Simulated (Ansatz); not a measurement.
Wanted: the native input for an Ansatz 0.2.0 run.

```yaml
Task: single point
Functional: PBE
Potentials_or_basis: Ansatz PAW
Cutoff: "420 eV (not typed: the program's choice for these potentials)"
k_mesh: 7 × 7 × 3
Occupations: fermi-dirac, width 0.05 eV
Spin: no spin polarisation
```

SrClO:

```
Sr Cl O
1.0
     4.27242    0.00000    0.00000
    -2.13621    3.70002    0.00000
     0.00000    0.00000    9.65074
Sr Cl O
2 2 2
Cartesian
  2.1362 1.2333 4.2379
  0.0000 2.4667 9.0633
  2.1362 1.2333 7.2298
  0.0000 2.4667 2.4045
  0.0000 0.0000 9.5015
  0.0000 0.0000 4.6761
```

The cell comes from a database or a generator and needn't be the stable form of this composition.

The input as run:

input.yaml

```yaml
crystal:
  lattice:
    - [4.2724203223, 0.0, 0.0]
    - [-2.1362101612, 3.7000245348, 0.0]
    - [0.0, 0.0, 9.650737]
  atoms:
    - { symbol: Sr, position: [0.6666666667, 0.3333333333, 0.439128] }
    - { symbol: Sr, position: [0.3333333333, 0.6666666667, 0.939128] }
    - { symbol: Cl, position: [0.6666666667, 0.3333333333, 0.74915] }
    - { symbol: Cl, position: [0.3333333333, 0.6666666667, 0.24915] }
    - { symbol: O, position: [0.0, 0.0, 0.984533] }
    - { symbol: O, position: [0.0, 0.0, 0.484533] }
hamiltonian:
  xc: pbe
  pseudopotentials: { kind: paw }
kpoints:
  mp_grid: { grid: [7, 7, 3] }
scf:
  occupations: { method: fermi_dirac, width: 0.05 }
output:
  forces: true
  stress: true
  eigenvalues: true
  write_density: true
  write_potential: true
  elf: true
  volumetric_format: npy
```

Potentials or basis: Ansatz PAW.

Command:

```sh
$ ansatz run input.yaml --threads 2 --pin off --max-ram 5120MiB --backend cpu --events-out ev --progress --plain --runs-dir out
```

It gave:

- Pressure: -1.2 GPa
- Largest force: 0.121 eV/Å
- Band gap on the k mesh: none (metal or under the smearing width)

Run time: 9.8 s on 2 threads of Intel(R) Xeon(R) Processor @ 2.50GHz (Skylake/Cascade Lake), on a shared host, peak memory 0.41 GiB.
